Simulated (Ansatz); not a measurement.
**CH7BFNOSi: up Jacob's ladder to CCSD(T)**

An exercise on one series of results from a longer session: the logs are not shown, and one member is left open.

The runs use Ansatz 0.2.0, Gaussian basis; functionals in def2-TZVPP, the program's frozen cores in correlated methods.

Levels to be run: PBE-D4, r2SCAN-D4, PBE0-D4, B3LYP-D4, ωB97X-V, ωB97M-V, B2PLYP; CCSD(T)/def2-TZVPP; MP2/def2-QZVPP; extrapolation to the limit.

## Structure used throughout

An earlier PBE0-D4 in a triple-zeta def2 set relaxation fixed the geometry.

SMILES `BN[Si](C)(O)F`, 13 atoms, charge 0, spin multiplicity 1.

Atoms are counted from 1 here; the program's logs count them from 0.

Bond lengths: B1–N2 1.400 Å, B1–H7 1.198 Å, B1–H8 1.197 Å, N2–Si3 1.725 Å, N2–H9 1.011 Å, Si3–C4 1.842 Å, Si3–O5 1.635 Å, Si3–F6 1.601 Å, C4–H10 1.093 Å, C4–H11 1.092 Å, C4–H12 1.092 Å, O5–H13 0.958 Å. Angles: N2–B1–H7 119.1°, N2–B1–H8 119.9°, H7–B1–H8 121.0°, B1–N2–Si3 127.5°, B1–N2–H9 117.2°, Si3–N2–H9 115.2°, N2–Si3–C4 113.0°, N2–Si3–O5 104.1°, N2–Si3–F6 110.3°, C4–Si3–O5 114.8°, C4–Si3–F6 107.2°, O5–Si3–F6 107.3°, Si3–C4–H10 110.1°, Si3–C4–H11 110.8°, Si3–C4–H12 111.1°, H10–C4–H11 108.3°, H10–C4–H12 108.0°, H11–C4–H12 108.3° and more.

The first run:

in.yaml

```yaml
crystal:
  periodic: [false, false, false]
  atoms:
    - {symbol: B, position_ang: [-1.733536, 0.706306, -1.059680]}
    - {symbol: N, position_ang: [-0.558581, 1.139689, -0.434923]}
    - {symbol: Si, position_ang: [0.489896, 0.223418, 0.583737]}
    - {symbol: C, position_ang: [0.498887, -1.572705, 0.175491]}
    - {symbol: O, position_ang: [1.938572, 0.967048, 0.436858]}
    - {symbol: F, position_ang: [0.036318, 0.359807, 2.113050]}
    - {symbol: H, position_ang: [-2.079325, -0.432920, -0.925598]}
    - {symbol: H, position_ang: [-2.375328, 1.470963, -1.719926]}
    - {symbol: H, position_ang: [-0.293745, 2.106772, -0.567892]}
    - {symbol: H, position_ang: [1.181657, -2.106337, 0.841451]}
    - {symbol: H, position_ang: [0.825703, -1.734839, -0.853396]}
    - {symbol: H, position_ang: [-0.495107, -2.008148, 0.292850]}
    - {symbol: H, position_ang: [2.584989, 0.846246, 1.132876]}
basis:
  gaussian: {orbitals: def2-TZVPP}
hamiltonian: {xc: pbe, dispersion: d4}
output: {forces: true, orbitals: {seedname: orbitals}}
```

Command:

```bash
$ ansatz run in.yaml --threads 2 --pin off --events-out ev --progress --plain --max-ram 22528MiB --backend cuda --devices 0, --max-vram 18GiB
```

Steps of the session up to this table: PBE-D4 (GGA); r2SCAN-D4 (meta-GGA); PBE0-D4 (hybrid); B3LYP-D4 (hybrid); ωB97X-V (range-separated); ωB97M-V (range-separated); B2PLYP (double hybrid); CCSD(T) in def2-TZVPP; MP2 in def2-QZVPP.

One of the session's tables, all rows but one given; the rest of the session is left out.

```
            method  atomisation energy (kJ/mol)
            PBE-D4                       5238.1
         r2SCAN-D4                       5182.3
           PBE0-D4                       5153.9
          B3LYP-D4                       5178.2
           ωB97X-V                       5188.2
           ωB97M-V                            ?
            B2PLYP                       5131.1
     HF/def2-TZVPP                       3848.4
    MP2/def2-TZVPP                       5144.9
   CCSD/def2-TZVPP                       4974.2
CCSD(T)/def2-TZVPP                       5040.7
           MP2/CBS                       5284.8
       CCSD(T)/CBS                       5180.6
```

Q: Estimate the row for ωB97M-V from the others.

As computed: atomisation energy (kJ/mol): 5199.6. In the column «atomisation energy (kJ/mol)» it lies between ωB97X-V (5188.2) and PBE-D4 (5238.1).
